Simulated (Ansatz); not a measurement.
# GeP₂H (doublet): wave-function methods side by side at a displaced geometry (v1), cc-pVDZ

How much of the correlation energy of GeP₂H (doublet) does each wave-function method recover here?

Program: Ansatz 0.2.0, Gaussian basis. Level of theory: cc-pVDZ, core rule «outside noble gas», up to 24 orbitals frozen. These are calculated values, not measurements.

Plan: UHF; CCSD(T) on ROHF; CCSD(T) on UHF; BCCD(T) on ROHF; CISD; CCSDT(Q) on ROHF; CCSDT(Q) on UHF.

27 further runs of the same task are left out: 13 that didn't finish, 14 set aside as unsound or not needed.

**1. The system**

The geometry is a PBE0/def2-TZVP stationary point (not a proven minimum) with its atoms shifted at random (size 0.040 Å). No spin-orbit coupling is included. The filled d shell of Ge may be among the frozen orbitals whatever the setting's name suggests; the logs give the count.

4 atoms, charge 0, spin multiplicity 2.

Atoms are counted from 1 here; the program's logs count them from 0.

Bond lengths: Ge1–P2 2.395 Å, Ge1–H4 1.582 Å, P2–P3 1.967 Å. Angles: P2–Ge1–H4 91.1°, Ge1–P2–P3 91.1°.

**2. UHF**

in.yaml

```yaml
crystal:
  periodic: [false, false, false]
  atoms:
    - {symbol: Ge, position_ang: [-0.010162, -0.194813, 1.169890]}
    - {symbol: P, position_ang: [-0.010995, 1.041743, -0.880828]}
    - {symbol: P, position_ang: [0.036969, -0.622053, -1.928293]}
    - {symbol: H, position_ang: [-0.065808, 1.142738, 2.012210]}
basis:
  gaussian: {orbitals: cc-pVDZ}
magnetization: {spin_polarized: true, initial_magnetization: 1}
hamiltonian: {xc: hf}
output: {orbitals: {seedname: orbitals}}
```

Launch:

```console
$ ansatz run in.yaml --threads 1 --pin off --events-out ev --progress --plain --max-ram 2393MiB
```

After this run come: CCSD(T) on ROHF; CCSD(T) on UHF; BCCD(T) on ROHF; CISD; CCSDT(Q) on ROHF; CCSDT(Q) on UHF.

Q: Predict the results of all the runs planned. Wanted: RCCSDT(Q) below the RHF energy; RMP2 from RCCSDT(Q); UMP2 from RCCSDT(Q); RCCSD from RCCSDT(Q); RCCSD(T) from RCCSDT(Q); UCCSD(T) from RCCSDT(Q); UCCSDT(Q) from RCCSDT(Q); T1 diagnostic.

The runs gave:

| quantity | value |
| --- | --- |
| RCCSDT(Q) below the RHF energy | -9.4981 eV |
| RMP2 from RCCSDT(Q) | +36.97 kcal/mol |
| UMP2 from RCCSDT(Q) | +47.80 kcal/mol |
| RCCSD from RCCSDT(Q) | +11.93 kcal/mol |
| RCCSD(T) from RCCSDT(Q) | +1.89 kcal/mol |
| UCCSD(T) from RCCSDT(Q) | +2.57 kcal/mol |
| UCCSDT(Q) from RCCSDT(Q) | -0.08 kcal/mol |
| levels within 1 kcal/mol (43 meV) | RCCSDT, UCCSDT, UCCSDT(Q) |
| T1 diagnostic | 0.028 |

In words: RCCSD(T) misses by +1.89 kcal/mol, 0.9 % of the correlation energy. CCSD(T) misses by +1.89 kcal/mol on the restricted determinant and by +2.57 kcal/mol on the unrestricted one; the two need not hold the same state or core. These misses are within one basis, not against nature; the frozen cores of restricted and unrestricted runs differ, which can shift their rows.
